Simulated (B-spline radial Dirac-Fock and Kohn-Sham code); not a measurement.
**Inner shells of Tb¹⁶⁺**

Aim: for Tb¹⁶⁺, compute its X-ray form factor and Compton profile, the binding energy of each subshell and how cheaper methods do for the levels.

The numbers are computed with B-spline radial Dirac-Fock and Kohn-Sham code (version 2): a free atom or ion on a radial basis; each step names its model.

## (1) The system

Tb¹⁶⁺, configuration [Kr] 4d10 4f3.

```yaml
nuclear_charge: 65
electrons: 49
mass_number: 159
nuclear_rms_radius: 5.06 fm
```

Outer shells as boxes (Hund's rule, for the drawing alone; heavy ions are jj-coupled, and the calculation averages over the configuration):

```
[Kr] core
4d [↑↓][↑↓][↑↓][↑↓][↑↓]
4f [↑ ][↑ ][↑ ][  ][  ][  ][  ]
```

## (2) Form factor and Compton profile

Model: Dirac-Fock average of configuration, finite nucleus; form factor of the spherical density, Waller-Hartree incoherent function, impulse-approximation Compton profiles.

Recorded inputs:

```ini
task = scatter
Z = 65
charge = 16
configuration = 1s2 2s2 2p6 3s2 3p6 3d10 4s2 4p6 4d10 4f3
mass_number = 159
rms_radius = 5.06  # fm
s = [0.0, 0.05, 0.1, 0.15, 0.2, 0.25, 0.3, 0.35, 0.4, 0.45, 0.5, 0.6, 0.7, 0.8, 0.9, 1.0, 1.1, 1.2, 1.4, 1.6, 1.8, 2.0, 2.5, 3.0, 3.5, 4.0, 5.0, 6.0]  # 1/A
pz = [0, 0.1, 0.2, 0.3, 0.4, 0.5, 0.6, 0.8, 1.0, 1.2, 1.4, 1.6, 1.8, 2.0, 2.5, 3.0, 4.0, 5.0, 7.0, 10.0, 15.0, 20.0, 30.0, 40.0, 60.0, 100.0]  # a.u.
photon_energy = [1000, 2000, 5000, 20000, 30000, 100000, 200000, 1000000]  # eV
```

## (3) Binding energies

Model: Dirac-Fock average of configuration, Delta-SCF, finite nucleus, first-order Breit with its frequency dependence, self-energy and vacuum polarisation.

Settings, as recorded:

```ini
task = binding
```

## (4) The levels by Dirac LDA

Model: Dirac-Kohn-Sham LDA (Slater exchange, VWN correlation), finite nucleus, spherical and without spin polarisation.

The run's settings:

```ini
task = binding-ladder
method = lda,vwn
relativity = dirac
```

## (5) non-relativistic HF, for comparison

Model: non-relativistic Hartree-Fock, average of configuration, point nucleus.

Recorded inputs:

```ini
task = binding-ladder
method = hf
relativity = nr
```

(Steps that only read results are left out.)

Before running it: what results should come out? Wanted: rms radius of the electron cloud; form factor halves at; Compton profile at zero; deepest level listed, K; least bound, N6,7; Kα1; Dirac LDA, K: eigenvalue / ΔSCF; non-relativistic HF, 1s: eigenvalue / ΔSCF.

The runs gave:

| quantity | value |
| --- | --- |
| rms radius of the electron cloud | 0.432 bohr |
| form factor halves at | 0.86 1/Å |
| Compton profile at zero | 3.554 1/a.u. |
| deepest level listed, K (1s) | 52374.2 eV |
| least bound, N6,7 (4f) | 350.2 eV |
| Kα1 | 44479.7 eV |
| ionisation energy, NIST (theoretical) | 358.000 eV |
| Dirac LDA, K: eigenvalue / ΔSCF | 52110.4 / 52588.4 eV |
| non-relativistic HF, 1s: eigenvalue / ΔSCF | 49462.6 / 49401.4 eV |

The form factor starts at the 49 electrons and halves by s = 0.86 1/Å. Incoherent scattering outweighs coherent from 200 keV on, among the energies asked. For K (1s), relaxation takes off 67.7 eV, Breit terms shift it by -149.48 and QED by -77.47 eV. NIST's ionisation energy differs by +7.83 eV from the least binding energy, within its stated uncertainty. Dirac LDA misses the K level by -0.5 % with its eigenvalue and by +0.4 % with ΔSCF. Breit and QED terms, which only the reference holds, shift this level by tenths of a per cent, so the eigenvalue's nearness can be cancellation. Non-relativistic HF misses the 1s level by -5.6 % with its eigenvalue and by -5.7 % with ΔSCF, as relativity is missing. The Hartree-Fock and Dirac-Fock values hold no electron correlation.
